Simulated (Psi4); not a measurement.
# One shape, several levels: doublet [BPH3F3]+

Aim: a comparison of 3 runs (U-wB97M-V/6-31G*, U-wB97X/6-31G*, UB2PLYP/6-31G*) of doublet [BPH3F3]+. 

The calculation is run with Psi4 1.11.

1 further run of the same task is left out (set aside as unsound or not needed).

## Step 1: Starting point

The species is [BPH3F3]+ (8 atoms), meant as a doublet with charge +1. SMILES of the parent species: `[BH3-][P+](F)(F)F`. The shape is that of a PBE0-D4/def2-TZVP optimisation. That shape belongs to the parent species and isn't relaxed for this state.

Bond lengths: B1–P2 1.835 Å, P2–F3 1.542 Å, P2–F4 1.542 Å, P2–F5 1.542 Å, B1–H6 1.207 Å, B1–H7 1.207 Å, B1–H8 1.207 Å. Some angles: B1–P2–F3 117.7°, B1–P2–F4 117.7°, B1–P2–F5 117.7°, F3–P2–F4 100.1°, F3–P2–F5 100.1°, F4–P2–F5 100.1°, P2–B1–H6 102.9°, P2–B1–H7 102.9°, P2–B1–H8 102.9°, H6–B1–H7 115.1°.

## Step 2: A single-point energy at U-wB97M-V/6-31G(d) (spherical functions) (run 1)

File bf3h3p.json:

```json
{
  "schema_name": "qcschema_input",
  "schema_version": 1,
  "molecule": {
    "schema_name": "qcschema_molecule",
    "schema_version": 2,
    "symbols": ["B", "P", "F", "F", "F", "H", "H", "H"],
    "geometry": [-0.15106471, 1.81060329, 0.95045665, 0.10440737, -1.25130105, -0.65701998, 0.56950676, -3.61086978, 0.98910155, -2.18437222, -2.15784047, -2.2169322, 2.22755246, -1.57438753, -2.62717285, -1.93275519, 1.50862506, 2.3432226, -0.50279943, 3.26421842, -0.77248225, 1.86954385, 2.01095206, 1.99082647],
    "molecular_charge": 1,
    "molecular_multiplicity": 2,
    "fix_symmetry": "c1"
  },
  "driver": "energy",
  "model": {
    "method": "wb97m-v",
    "basis": "6-31G*"
  },
  "keywords": {
    "reference": "uks",
    "puream": true,
    "e_convergence": 1e-09,
    "d_convergence": 1e-08,
    "scf_type": "pk",
    "dft_radial_points": 99,
    "dft_spherical_points": 590,
    "maxiter": 100
  }
}
```

Command:

```console
$ psi4 --qcschema bf3h3p.json -n 1 --memory 2200MB
```

stdout:

```text
[...]
  Running in c1 symmetry.
[...]
  Nuclear repulsion =  269.858079866177263
[...]
  Multiplicity = 2
[...]
  Nalpha       = 25
  Nbeta        = 24
[...]
    Number of basis functions: 80
[...]
   @UKS iter   1:  -666.89116060537401    2.04397e-01   6.22191e-03 ADIIS/DIIS
[...]
   @UKS iter  18:  -667.01627988191001   -3.54362e-10   5.45439e-09 DIIS
[...]
   @S^2 Observed:                7.525762508E-01
[...]
    Orbital Energies [Eh]
    ---------------------
    Alpha Occupied:
       1A    -77.901214     2A    -25.234509     3A    -25.234483
       4A    -25.234419     5A     -7.221989     6A     -7.158255
       7A     -5.335789     8A     -5.335418     9A     -5.335418
      10A     -1.694333    11A     -1.638079    12A     -1.638036
      13A     -1.102481    14A     -0.979615    15A     -0.946146
      16A     -0.946123    17A     -0.876375    18A     -0.863930
      19A     -0.863928    20A     -0.824520    21A     -0.824492
      22A     -0.804183    23A     -0.739553    24A     -0.719086
      25A     -0.718923
    Alpha Virtual:
[...]
  @UKS Final Energy:  -667.01627988191001
   => Energetics <=
    Nuclear Repulsion Energy =            269.8580798661772633
    One-Electron Energy =               -1446.5780658830753964
    Two-Electron Energy =                 553.8439430906510097
    DFT Exchange-Correlation Energy =     -44.3418266678045754
    Empirical Dispersion Energy =           0.0000000000000000
    VV10 Nonlocal Energy =                  0.2015897121415775
    Total Energy =                       -667.0162798819100090
[...]
 Multipole Moments:
 ------------------------------------------------------------------------------------
     Multipole            Electronic (a.u.)      Nuclear  (a.u.)        Total (a.u.)
 ------------------------------------------------------------------------------------
 L = 1.  Multiply by 2.5417464519 to convert [e a0] to [Debye]
 Dipole X            :          0.3193859           -0.4372120           -0.1178260
 Dipole Y            :         -3.8286839            5.2400376            1.4113536
 Dipole Z            :         -2.0087585            2.7510784            0.7423199
 Magnitude           :                                                    1.5990125
[...]
```

The result, in JSON:

```text
{
 "driver": "energy",
 "model": {
  "method": "wb97m-v",
  "basis": "6-31G*"
 },
 "success": true,
 "return_result": -667.01627988191,
 "properties": {
  "calcinfo_nbasis": 80,
  "calcinfo_nmo": 80,
  "calcinfo_nalpha": 25,
  "calcinfo_nbeta": 24,
  "calcinfo_natom": 8,
  "nuclear_repulsion_energy": 269.85807986617726,
  "return_energy": -667.01627988191,
  "scf_one_electron_energy": -1446.5780658830754,
  "scf_two_electron_energy": 553.843943090651,
  "scf_vv10_energy": 0.20158971214157748,
  "scf_xc_energy": -44.341826667804575,
  "scf_dipole_moment": [-0.11782602954024873, 1.4113536451108883, 0.7423199142011008],
  "scf_total_energy": -667.01627988191,
  "scf_iterations": 18
 }
}
```

Run time: 2.5 min. Hardware: 1 thread of Intel Xeon 6975P-C (Granite Rapids), shared host; peak memory 1.4 GiB.

## Step 3: Energy and forces at U-wB97X/6-31G(d) (spherical functions) (run 2)

File bf3h3p.in:

```
memory 2200 mb

molecule m {
  1 2
  B
  P 1 1.834994
  F 2 1.542222 1 117.6987
  F 2 1.542227 3 100.12586 1 -128.84125
  F 2 1.542225 3 100.12601 4 -102.31651
  H 1 1.207337 2 102.92326 3 -60.01517
  H 1 1.207317 6 115.14661 2 111.18907
  H 1 1.207332 7 115.14737 6 -137.6349
  units angstrom
  symmetry c1
}

set {
  basis                6-31G*
  reference            uks
  puream               true
  e_convergence        1e-09
  d_convergence        1e-08
  scf_type             pk
  dft_radial_points    99
  dft_spherical_points 590
  maxiter              100
}

energy_value, wavefunction = gradient("wb97x", return_wfn=True)
oeprop(wavefunction, "DIPOLE", "WIBERG_LOWDIN_INDICES", "QUADRUPOLE")
```

Command:

```console
$ psi4 bf3h3p.in bf3h3p.out -n 1
```

bf3h3p.out:

```text
[...]
  Running in c1 symmetry.
[...]
  Nuclear repulsion =  269.858134463419049
[...]
  Multiplicity = 2
[...]
  Nalpha       = 25
  Nbeta        = 24
[...]
    Number of basis functions: 80
[...]
   @UKS iter   1:  -666.91986768600987    2.00255e-01   6.34137e-03 ADIIS/DIIS
[...]
   @UKS iter  19:  -667.04709475415564   -1.56319e-10   3.59499e-09 DIIS
[...]
   @S^2 Observed:                7.544973586E-01
[...]
  @UKS Final Energy:  -667.04709475415564
   => Energetics <=
    Nuclear Repulsion Energy =            269.8581344634190486
    One-Electron Energy =               -1446.6901153710673498
    Two-Electron Energy =                 553.5778259075268579
    DFT Exchange-Correlation Energy =     -43.7929397540341867
    Empirical Dispersion Energy =           0.0000000000000000
    VV10 Nonlocal Energy =                  0.0000000000000000
    Total Energy =                       -667.0470947541556370
[...]
  -Total Gradient:
     Atom            X                  Y                   Z
    ------   -----------------  -----------------  -----------------
       1        0.000038640763    -0.000270106549     0.069376600467
       2       -0.000030417205     0.000191904233    -0.073162538704
       3        0.000023439710     0.002539354515     0.021761410648
       4       -0.002212897673    -0.001320782887     0.021863031109
       5        0.002186053645    -0.001295022921     0.021811129895
       6       -0.010895826335     0.006218862150    -0.020454729507
       7        0.000013824351    -0.012307266951    -0.020308047205
       8        0.010865463893     0.006198105532    -0.020431664031
[...]
 Multipole Moments:
 ------------------------------------------------------------------------------------
     Multipole            Electronic (a.u.)      Nuclear  (a.u.)        Total (a.u.)
 ------------------------------------------------------------------------------------
 L = 1.  Multiply by 2.5417464519 to convert [e a0] to [Debye]
 Dipole X            :          0.0002231            0.0000149            0.0002380
 Dipole Y            :         -0.0015124           -0.0000854           -0.0015979
 Dipole Z            :          4.3476860           -5.9344391           -1.5867531
 Magnitude           :                                                    1.5867539
 L = 2.  Multiply by 1.3450342976 to convert [e a0^2] to [Debye ang]
 Quadrupole XX       :       -119.8702715           97.2990229          -22.5712486
 Quadrupole XY       :         -0.0003292           -0.0000282           -0.0003573
[...]
```

It took 30 s on 1 thread of Intel Xeon 6975P-C (Granite Rapids), shared host; peak memory 1.2 GiB.

## Step 4: A single-point energy at UB2PLYP/6-31G(d) (density fitting for correlation, spherical functions) (run 3)

File calc.py:

```python
import psi4

psi4.set_memory(2200000000)
psi4.set_num_threads(1)
psi4.core.set_output_file('psi4.out', False)

mol = psi4.geometry("""
1 2
B     -0.079940     0.958130     0.502960
P      0.055250    -0.662160    -0.347680
F      0.301370    -1.910790     0.523410
F     -1.155920    -1.141880    -1.173150
F      1.178770    -0.833130    -1.390240
H     -1.022770     0.798330     1.239980
H     -0.266070     1.727350    -0.408780
H      0.989320     1.064150     1.053500
symmetry c1
no_reorient
no_com
""")

psi4.set_options({
    'reference': 'uks',
    'puream': True,
    'e_convergence': 1e-09,
    'd_convergence': 1e-08,
    'scf_type': 'pk',
    'dft_radial_points': 99,
    'dft_spherical_points': 590,
    'num_frozen_docc': 9,
    'maxiter': 100,
})

energy_value, wavefunction = psi4.energy('b2plyp/6-31G*', molecule=mol, return_wfn=True)
print(f'total energy {energy_value:.8f} hartree = {energy_value * 27.211386:.5f} eV')
```

Command:

```console
$ python calc.py
```

psi4.out:

```text
[...]
  Running in c1 symmetry.
[...]
  Nuclear repulsion =  269.858079594122273
[...]
  Multiplicity = 2
[...]
  Nalpha       = 25
  Nbeta        = 24
[...]
    Number of basis functions: 80
[...]
   @UKS iter   1:  -666.37538848123916    2.15605e-01   6.12965e-03 DIIS/ADIIS
[...]
   @UKS iter  17:  -666.48904342890341   -1.13687e-12   3.83600e-09 DIIS
[...]
   @S^2 Observed:                7.577060733E-01
[...]
    Orbital Energies [Eh]
    ---------------------
    Alpha Occupied:
       1A    -78.823684     2A    -25.689675     3A    -25.689652
       4A    -25.689643     5A     -7.460744     6A     -7.361985
       7A     -5.514511     8A     -5.512603     9A     -5.512603
      10A     -1.735040    11A     -1.677622    12A     -1.677611
      13A     -1.094531    14A     -0.967183    15A     -0.932391
      16A     -0.932386    17A     -0.862924    18A     -0.853218
      19A     -0.853218    20A     -0.812930    21A     -0.812924
      22A     -0.794394    23A     -0.722561    24A     -0.690979
      25A     -0.690914
    Alpha Virtual:
[...]
  @UKS Final Energy:  -666.48904342890341
   => Energetics <=
    Nuclear Repulsion Energy =            269.8580795941222732
    One-Electron Energy =               -1446.5356422600052611
    Two-Electron Energy =                 538.6617565890313699
    DFT Exchange-Correlation Energy =     -28.4732373520518536
    Empirical Dispersion Energy =           0.0000000000000000
    VV10 Nonlocal Energy =                  0.0000000000000000
    Total Energy =                       -666.4890434289034147
[...]
 Multipole Moments:
 ------------------------------------------------------------------------------------
     Multipole            Electronic (a.u.)      Nuclear  (a.u.)        Total (a.u.)
 ------------------------------------------------------------------------------------
 L = 1.  Multiply by 2.5417464519 to convert [e a0] to [Debye]
 Dipole X            :         -5.7585618            5.7589593            0.0003975
 Dipole Y            :         69.0161152          -69.0205838           -0.0044686
 Dipole Z            :         36.2335561          -36.2364811           -0.0029250
 Magnitude           :                                                    0.0053556
[...]
```

The script printed:

```text
total energy -666.72616167 hartree = -18142.54294 eV
```

Wall time 19 s (1 thread of Intel Xeon 6975P-C (Granite Rapids), shared host); peak memory 1.1 GiB.

## Step 5: All runs side by side

```csv
run,level,task,frozen core orbitals,energy (Eh),HOMO energy (eV),LUMO energy (eV),⟨S²⟩,wall time
1,U-wB97M-V/6-31G* (spherical functions),energy,0,-667.016280,-19.03,-12.82,0.753,2.5 min
2,U-wB97X/6-31G* (spherical functions),gradient,0,-667.047095,-19.21,-12.70,0.754,30 s
3,"UB2PLYP/6-31G* (density fitting for correlation, spherical functions)",energy,9,-666.726162,-17.97,-13.62,0.758,19 s
```

## Step 6: What came out

| quantity | value |
| --- | --- |
| run 3: total energy | -666.72616 Eh |
| run 3: HOMO energy (SCF part's orbitals) (highest over α and β) | -17.97 eV |
| run 3: LUMO energy (SCF part's orbitals) (lowest over α and β) | -13.62 eV |
| run 3: ⟨S²⟩ | 0.758 |

Totals of different functionals can't be ranked against each other. All runs together took 3.3 min, the longest 2.5 min.
